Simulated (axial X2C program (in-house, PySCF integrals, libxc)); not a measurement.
# All-electron X2C curves of ZrAl

What are the state, bond length, wavenumber and bond energy of ZrAl, and what does spin–orbit coupling change?

The runs use an in-house X2C program for linear molecules on PySCF integrals; all-electron X2C, Zr dyall-cv3z, Al dyall-v3z.

All values are calculated.

## Step 1: Set-up

task.json reads:

```json
{
 "zs": [
  40,
  13
 ],
 "q": 0,
 "bas": [
  "dyall-cv3z",
  "dyall-v3z"
 ],
 "levels": [
  "PBE0",
  "HF",
  "PW91"
 ],
 "cc": true,
 "r0": 2.8,
 "thr": -2.0,
 "nmax": 90,
 "npts": 10,
 "nst": 2,
 "ntry": 6
}
```

Keys: zs atomic numbers; q charge; bas basis sets; levels methods (HF also brings MP2); cc coupled cluster on or off; r0 starting distance in Å; thr threshold in hartree for freezing inner shells (an s shell follows its p shell); nmax most natural virtual spinors; npts points asked for on the curve; nst determinants followed; ntry starts of the search.

Run with:

```console
$ python so2c.py task.json out
```

Spin-free means the one-electron spin-free X2C Hamiltonian; two-component (2c) means X2C with spin–orbit coupling and atomic mean-field two-electron Coulomb and Gaunt terms. Basis: Zr dyall-cv3z contracted to [11s12p9d6f3g], Al dyall-v3z contracted to [8s8p2d1f]; Gaussian nuclei, density fitting. Masses: Zr 89.905 u, Al 26.982 u.

Notation: σ, π±, δ± give the projection m of an orbital's angular momentum (0, ±1, ±2), α and β its spin, Λ and M_S the sums; ω is the projection of a spinor's total angular momentum and Ω the sum. Logs are in hartree.

The results follow Hamiltonian by Hamiltonian and level by level.

## Step 2: Which state to follow

PBE0 moves the distance from 2.800 Å to 2.623 Å and compares determinants there.

Spin-free determinants:

| ΔE (eV) | state | open shells |
| --- | --- | --- |
| 0.00 | M_S = 5/2, Λ = 2 | beyond closed shells: 2 × σα, π+α, π-α, δ+α |
| 0.31 | M_S = 3/2, Λ = 0 | beyond closed shells: σα, π+α, π-α |
| 0.31 | M_S = 3/2, Λ = 2 | beyond closed shells: π+α, π-α, δ+α |
| 0.73 | M_S = 5/2, Λ = 0 | beyond closed shells: σα, π+α, π-α, δ+α, δ-α |
| 0.74 | M_S = 3/2, Λ = 1 | beyond closed shells: 2 × σα, π+α, π+β, π-α |
| 0.78 | M_S = 3/2, Λ = 3 | beyond closed shells: σα, π+α, δ+α |
| 0.85 | M_S = 3/2, Λ = 1 | beyond closed shells: σα, π-α, δ+α |

Two-component determinants:

```json
{"ΔE (eV)": "0.00", "state": "Ω = 1/2", "open shells": "excess of +ω over −ω: ω = 1/2"}
{"ΔE (eV)": "0.08", "state": "Ω = 9/2", "open shells": "excess of +ω over −ω: ω = 1/2, ω = 3/2, ω = 5/2"}
{"ΔE (eV)": "0.35", "state": "Ω = 3/2", "open shells": "excess of +ω over −ω: ω = 3/2"}
{"ΔE (eV)": "0.40", "state": "Ω = 7/2", "open shells": "excess of +ω over −ω: ω = -1/2, ω = 3/2, ω = 5/2"}
{"ΔE (eV)": "0.77", "state": "Ω = 5/2", "open shells": "excess of +ω over −ω: ω = 5/2"}
{"ΔE (eV)": "0.77", "state": "Ω = 5/2", "open shells": "excess of +ω over −ω: 2 × ω = 1/2, ω = 3/2"}
{"ΔE (eV)": "0.90", "state": "Ω = 1/2", "open shells": "excess of +ω over −ω: 2 × ω = -1/2, ω = 3/2"}
```

## Step 3: PBE0, spin-free

State followed: M_S = 5/2, Λ = 2 (beyond closed shells: 2 × σα, π+α, π-α, δ+α). The scan is laid around 2.623 Å, a first estimate of the minimum, and this SCF restarts from the orbitals of the search.

The SCF at the reference distance of 2.623 Å:

```text
spin-free X2C-1e  PBE0
basis functions 210  fitting functions 1043  grid points 5084
iter        total energy     max residual
   1      -3840.728707627     1.14e-05
   2      -3840.728707642     7.56e-06
   3      -3840.728707645     6.60e-06
   4      -3840.728707647     7.71e-06
   5      -3840.728707649     1.26e-06
converged
one-electron -5516.21761276  Coulomb 1704.00660020  exact exchange -32.81005098  xc functional -100.61505916  nuclear repulsion 104.90741505
```

Along the bond, energies from the lowest point:

| R (Å) | E (eV) | μ (D) | HOMO (eV) | LUMO (eV) | iterations |
| --- | --- | --- | --- | --- | --- |
| 2.282 | 0.5810 | -2.37 | -4.32 | -1.83 | 13 |
| 2.387 | 0.2416 | -2.55 | -4.32 | -1.89 | 13 |
| 2.466 | 0.0949 | -2.65 | -4.32 | -1.93 | 13 |
| 2.544 | 0.0196 | -2.72 | -4.32 | -1.96 | 14 |
| 2.623 | 0.0000 | -2.77 | -4.32 | -1.98 | 5 |
| 2.715 | 0.0308 | -2.78 | -4.32 | -2.01 | 13 |
| 2.807 | 0.1036 | -2.77 | -4.31 | -2.02 | 14 |
| 2.925 | 0.2384 | -2.68 | -4.28 | -2.03 | 15 |
| 3.069 | 0.4390 | -2.47 | -4.16 | -2.03 | 16 |
| 3.279 | 0.7510 | -1.89 | -4.05 | -2.02 | 18 |

Dipoles are positive if Al is the positive end.

Outer orbitals at the reference distance:

```tsv
symmetry	occupied	ε (eV)	atomic character
π+α	yes	-33.99	100% Zr p
σα	yes	-33.84	98% Zr p
π-α	yes	-33.49	100% Zr p
π-β	yes	-31.90	100% Zr p
π+β	yes	-31.90	100% Zr p
σβ	yes	-31.81	98% Zr p
σα	yes	-9.35	58% Al s, 14% Zr s, 13% Zr d
σβ	yes	-7.61	63% Al s, 12% Zr p, 12% Zr s
σα	yes	-4.99	48% Al p, 32% Zr s, 7% Zr p
π+α	yes	-4.71	61% Zr d, 29% Al p, 5% Zr p
π-α	yes	-4.63	59% Zr d, 31% Al p, 5% Zr p
σα	yes	-4.55	64% Zr d, 23% Zr s, 7% Al p
δ+α	yes	-4.32	99% Zr d
σβ	no	-1.98	42% Al p, 42% Zr s, 11% Zr p
δ-α	no	-1.78	98% Zr d
π+α	no	-1.68	50% Zr p, 27% Zr d, 21% Al p
π-α	no	-1.60	48% Zr p, 29% Zr d, 20% Al p
```

PBE0 fields in the half plane through the axis: z from -2.4 to 4.8 Å across, distance from the axis 0.15 to 2.25 Å upwards; Zr lies at z = 0 and Al at z = 2.623 Å; the ELF is damped to zero where the density is low.

log10 density (e/bohr³). Ten even steps from ' ' (-3.86 ) to '@' (1.60 ):
```
      ........::::::::::::::::::............      
    ......::::::::::::::::::::::::::::::......    
  ......::::::----------------------::::::::....  
  ....::::--------------------------------::::....
....::::----============----========--------::::..
....::::--==++++**++++==================------::..
....::--==++****##****++======++****++====----::::
..::::--==++**%%@@%%**++======++%%%%##====----::::
```

ELF. Ten even steps from '0' (0.01 ) to '9' (0.98 ):
```
0011233443333444333332100
0012334444445565556665420
0112233333345677777888752
0111122333235788788999875
1111112443225787557999997
1111125777424772000599998
1111257525744640572089999
1222477444754613858069999
```

Re = 2.616 Å, ωe = 305 cm⁻¹, ωexe = 1.13 cm⁻¹, Be = 0.1187 cm⁻¹, De = 2.00 eV, μ = -2.76 D.

## Step 4: HF, spin-free

The SCF at the reference distance of 2.623 Å:

```text
spin-free X2C-1e  HF
basis functions 210  fitting functions 1043  grid points 5084
iter        total energy     max residual
   1      -3838.543801425     2.88e-01
   2      -3838.566647064     9.59e-03
   3      -3838.568925528     4.40e-03
   4      -3838.569817108     2.92e-03
   5      -3838.570396496     2.32e-03
   6      -3838.570815280     1.64e-03
   7      -3838.570990696     1.04e-03
   8      -3838.571114229     8.84e-04
   9      -3838.571213274     8.74e-04
  10      -3838.571329712     6.49e-04
  11      -3838.571400172     3.08e-04
  12      -3838.571406669     2.13e-04
  13      -3838.571412453     1.02e-04
  14      -3838.571414396     2.91e-05
  15      -3838.571414553     2.22e-05
  16      -3838.571414604     2.19e-05
  17      -3838.571414659     2.11e-05
  18      -3838.571414761     2.05e-05
  19      -3838.571415012     1.95e-05
  20      -3838.571415267     1.55e-05
  21      -3838.571415448     1.40e-05
  22      -3838.571415664     6.74e-06
  23      -3838.571415724     5.07e-06
  24      -3838.571415725     4.73e-06
  25      -3838.571415727     3.21e-06
  26      -3838.571415728     3.16e-06
  27      -3838.571415729     2.60e-06
converged
one-electron -5514.61845404  Coulomb 1702.44746905  exact exchange -131.30784579  xc functional 0.00000000  nuclear repulsion 104.90741505
```

No constants are quoted: the solution changes its character somewhere along the scan, so the fit is set aside.

## Step 5: PW91, spin-free

Output at 2.623 Å:

```text
spin-free X2C-1e  PW91
basis functions 210  fitting functions 1043  grid points 5084
iter        total energy     max residual
   1      -3841.426486099     1.07e-01
   2      -3841.429211447     7.87e-03
   3      -3841.396921783     3.97e-02
   4      -3841.430560563     2.47e-03
   5      -3841.430796850     9.26e-04
   6      -3841.430806489     2.03e-04
   7      -3841.430807832     7.80e-05
   8      -3841.430807920     3.99e-05
   9      -3841.430807959     1.89e-06
  10      -3841.430807959     1.78e-06
converged
one-electron -5516.40031259  Coulomb 1704.18390608  exact exchange 0.00000000  xc functional -134.12181650  nuclear repulsion 104.90741505
```

Re = 2.644 Å, ωe = 287.8 cm⁻¹, ωexe = 1.17 cm⁻¹, Be = 0.1162 cm⁻¹, De = 2.24 eV, μ = -2.17 D.

## Step 6: MP2 and beyond, spin-free

Correlated methods: 15 electrons correlated (frozen shells, counted by type: Zr 3 s, 2 p, 1 d; Al 2 s, 1 p), 281 virtual spinors in MP2, 90 natural virtuals in coupled cluster.

Output of the correlated part at 2.623 Å:

```text
correlated 15  virtual 281  natural virtual 90  E(MP2) -0.374446405  MP2 remainder -0.024626478
iter   CCSD correlation   residual
   1     -0.359696112   1.49e-01
   2     -0.369350331   6.60e-02
   3     -0.371983481   3.66e-02
   4     -0.372210892   1.79e-02
   5     -0.372570033   8.69e-03
   6     -0.372679583   4.33e-03
   7     -0.372688682   2.36e-03
   8     -0.372730973   1.28e-03
   9     -0.372713046   5.79e-04
  10     -0.372718293   2.34e-04
  11     -0.372715709   9.35e-05
  12     -0.372716708   5.19e-05
  13     -0.372716724   3.02e-05
  14     -0.372716658   1.78e-05
  15     -0.372716721   9.78e-06
  16     -0.372716692   4.91e-06
  17     -0.372716697   2.84e-06
(T) -0.016910037  T1 0.0512  D1 0.1404  max T2 0.076
```

T1 in the output is the amplitude norm over the root of the electron number; divide by √2 for the Lee–Taylor value.

MP2: No constants are quoted: the reference changes its character somewhere along the scan, so the fit is set aside.

CCSD: No constants are quoted: the reference changes its character somewhere along the scan, so the fit is set aside.

CCSD(T): No constants are quoted: the reference changes its character somewhere along the scan, so the fit is set aside.

## Step 7: A higher determinant, spin-free

State: M_S = 3/2, Λ = 0 (beyond closed shells: σα, π+α, π-α).

Output at the reference distance:

```text
spin-free X2C-1e  PBE0
basis functions 210  fitting functions 1043  grid points 5084
iter        total energy     max residual
   1      -3840.717426028     7.21e-06
   2      -3840.717426032     5.62e-06
   3      -3840.717426033     5.15e-06
converged
one-electron -5513.62387224  Coulomb 1701.30654587  exact exchange -32.77723797  xc functional -100.53027674  nuclear repulsion 104.90741505
```

```csv
R (Å),E above the lowest PBE0 point (eV)
2.282,1.085
2.387,0.683
2.466,0.489
2.544,0.369
2.623,0.307
2.715,0.292
2.807,0.324
2.925,0.411
3.069,0.563
```

Re = 2.694 Å, ωe = 276.7 cm⁻¹, ωexe = 1.08 cm⁻¹, Be = 0.1119 cm⁻¹, μ = -0.67 D. Te = 0.29 eV.

## Step 8: The spin-free curves together

Energy (eV) of the followed determinant, spin-free, from each level's lowest point:

| R (Å) | PBE0 | HF (jumps) | MP2 (its reference jumps) | CCSD (its reference jumps) | CCSD(T) (its reference jumps) | PW91 |
| --- | --- | --- | --- | --- | --- | --- |
| 2.282 | 0.581 | 0.721 | 0.524 | n/a | n/a | 0.637 |
| 2.387 | 0.242 | 0.346 | 0.185 | 0.248 | 0.255 | 0.282 |
| 2.466 | 0.095 | 0.175 | 0.053 | 0.096 | 0.100 | 0.123 |
| 2.544 | 0.020 | 0.078 | 0.000 | 0.018 | 0.020 | 0.034 |
| 2.623 | 0.000 | 0.038 | 0.003 | 0.000 | 0.000 | 0.000 |
| 2.715 | 0.031 | 0.013 | 0.190 | 0.070 | 0.078 | 0.013 |
| 2.807 | 0.104 | 0.000 | 0.338 | 0.154 | 0.173 | 0.068 |
| 2.925 | 0.238 | 0.020 | 0.508 | 0.285 | 0.319 | 0.179 |
| 3.069 | 0.439 | 0.091 | 0.713 | n/a | n/a | 0.352 |
| 3.279 | 0.751 | 0.258 | 1.018 | n/a | n/a | 0.632 |

(Part 1 of 2 ends here.)
